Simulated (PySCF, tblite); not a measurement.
**C₇H₃F₃O₃: geometry, infrared bands and NMR shifts**

Wanted: the infrared bands and NMR shifts of C₇H₃F₃O₃ (`O=C1C=CC(=O)C(OC(F)(F)F)=C1`), by calculation.

The runs use tblite 0.8.0 and PySCF 2.14.0, with density-fitted response routines of our own; the level of theory stands in each step. All values are computed, except where a source is named. Atoms count from 0, in the outputs and in this text.

## 1. Starting geometry

16 atoms, charge 0, multiplicity 1; geometry from: force field or distance geometry start.

Bonds of the start (Å): O0–C1 1.27, C1–C2 1.46, C2–C3 1.33, C3–C4 1.48, C4–O5 1.27, C4–C6 1.46, C6–O7 1.39, O7–C8 1.39, C8–F9 1.38, C8–F10 1.41, C8–F11 1.37, C6–C12 1.33, C12–C1 1.47, C2–H13 1.08, C3–H14 1.08, C12–H15 1.08.

## 2. Geometry optimisation with GFN2-xTB

Job settings and geometry (Å):

```
{"job": {"kind": "relax", "xc": "GFN2-xTB", "basis": "xTB"}, "charge": 0, "multiplicity": 1}
O     -1.624200     2.290000     1.420800
C     -1.325900     1.190300     0.866700
C     -2.364800     0.303400     0.345800
C     -2.066100    -0.850100    -0.241200
C     -0.645900    -1.257900    -0.319700
O     -0.322100    -2.358300    -0.870900
C      0.417000    -0.391100     0.195100
O      1.734800    -0.826300     0.080600
C      2.651800    -0.011100    -0.580600
F      3.873000    -0.653700    -0.573000
F      2.276600     0.088000    -1.931400
F      2.722100     1.270500    -0.107600
C      0.074000     0.756000     0.773700
H     -3.415300     0.552000     0.384800
H     -2.812000    -1.518700    -0.633100
H      0.819400     1.426000     1.178600
```

The run is started by

```sh
$ OMP_NUM_THREADS=1 python probes_run.py task.json out
```

This one command runs all jobs of the session in turn.

**Question.** This job is followed by: GFN2-xTB harmonic vibrations, gas phase; GIAO PBE0/pcSseg-1 NMR shielding, non-relativistic, gas phase. Predict these results of the whole session: strongest single infrared mode (GFN2-xTB); zero-point energy (GFN2-xTB); 13C shifts against TMS (PBE0/pcSseg-1); 1H shifts against TMS (PBE0/pcSseg-1); 17O shifts against H2O (PBE0/pcSseg-1); 19F shifts against CFCl3 (PBE0/pcSseg-1, means over atoms taken as alike); surface potential, 1st and 99th percentile.

As calculated:

| quantity | value |
| --- | --- |
| strongest single infrared mode (GFN2-xTB) | 1187 cm⁻¹, 657 km/mol |
| zero-point energy (GFN2-xTB) | 56.2 kcal/mol |
| 13C shifts against TMS (PBE0/pcSseg-1) | 191.4, 184.1, 156.0, 142.3, 140.5, 129.9, 120.8 ppm |
| 1H shifts against TMS (PBE0/pcSseg-1) | 6.90, 6.84, 6.64 ppm |
| 17O shifts against H2O (PBE0/pcSseg-1) | 773.3, 736.1, 174.7 ppm |
| 19F shifts against CFCl3 (PBE0/pcSseg-1, means over atoms taken as alike) | -72.3 ppm |
| surface potential, 1st and 99th percentile | -1.19 V and 1.46 V |

The optimisation took 131 steps and gained 0.793 eV; among the close pairs (by a distance rule), C4–O5 changed most, from 1.273 to 1.206 Å. All 42 modes are real, so the xTB geometry is a minimum. The strongest single mode, at 1187 cm⁻¹, is carried by C8, O7, H14. GFN2-xTB is a fitted tight-binding method: band positions and strengths are rough. Its intensities can rank the bands wrongly. By nearest atom (PBE0/pcSseg-1), the HOMO sits on O0 52 %; O5 13 % and the LUMO on O0, O5 about 18 % each; C1, C4 about 13 % each.
